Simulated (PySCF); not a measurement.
# KB+: bond curves at several levels of theory

Aim: find the lowest electronic state of KB+, scan its bond at several levels of theory, and get bond length, wavenumber and dissociation energy from each curve.

Computed with PySCF 2.14.0. Level: K aug-pcseg-1, B aug-pcseg-1, no relativity.

## (1) Set-up

A driver script around PySCF takes these settings:

```
atoms                         : K, B
charge                        : 1
basis                         : K aug-pcseg-1, B aug-pcseg-1
Hamiltonian                   : no relativity
basis functions               : 56
electrons treated             : 23
masses in u                   : 38.9637, 11.0093
levels                        : PBE0, PBE, r²SCAN, M06, TPSSh, BHandHLYP, HSE06, HF, MP2, SCS-MP2, CCSD, CCSD(T)
grid                          : 80 radial by 434 angular points
occupations                   : held fixed by the projection of orbital angular momentum
dissociation limit            : K+ + B, each in its ground configuration
starting distance in angstrom : 2.860
values of 2S to try           : 1, 3
```

Started as:

```sh
> OMP_NUM_THREADS=1 python dia.py task.json out
```

Further steps of the session: First curve: PBE0; Excited determinants; PBE (GGA); r²SCAN (meta-GGA); M06; TPSSh (hybrid meta-GGA); BHandHLYP; HSE06; UHF; Correlated methods on the Hartree–Fock reference.

**Question.** What will these runs give? Wanted: for each run, Re; ωe; De; μ.

The runs gave:

Lowest PBE0 solution found, without spin–orbit coupling: ²Σ⁺ (doublet), unpaired electrons σ ↑. State 2 has its PBE0 minimum 0.34 eV higher. State 3 has its PBE0 minimum 3.42 eV higher. The other levels ran on the lowest alone.

```tsv
level	Re (Å)	ωe (cm⁻¹)	De (eV)	μ (D)
UHF	3.485	133.5	0.309	-2.26
UHF-MP2	3.457	134.9	0.346	n/a
UHF-SCS-MP2	3.470	133.0	0.339	n/a
UHF-CCSD	3.491	129.4	0.334	n/a
UHF-CCSD(T)	3.489	129.6	0.336	n/a
PBE	3.379	136.5	0.378	-1.79
r²SCAN	3.394	135.8	0.340	-1.99
TPSSh	3.372	139.4	0.357	-1.94
PBE0	3.365	141.1	0.363	-1.93
M06	3.346	141.7	0.351	-1.93
HSE06	3.361	141.4	0.365	-1.92
BHandHLYP	3.363	144.2	0.346	-2.04
```

De is counted to K+ + B in their ground configurations. A positive dipole points from K to B; in an ion it is taken about the centre of mass and does not tell which atom is negative.

The methods spread over 0.145 Å in bond length, from M06 to UHF-CCSD. CCSD(T) can't serve as the judge here: for a weak bond in this basis it is far from its limit. Among the levels with a De in the table, it runs from 0.309 eV (UHF) to 0.378 eV (PBE).

Correlated steps freeze 6 core orbitals.
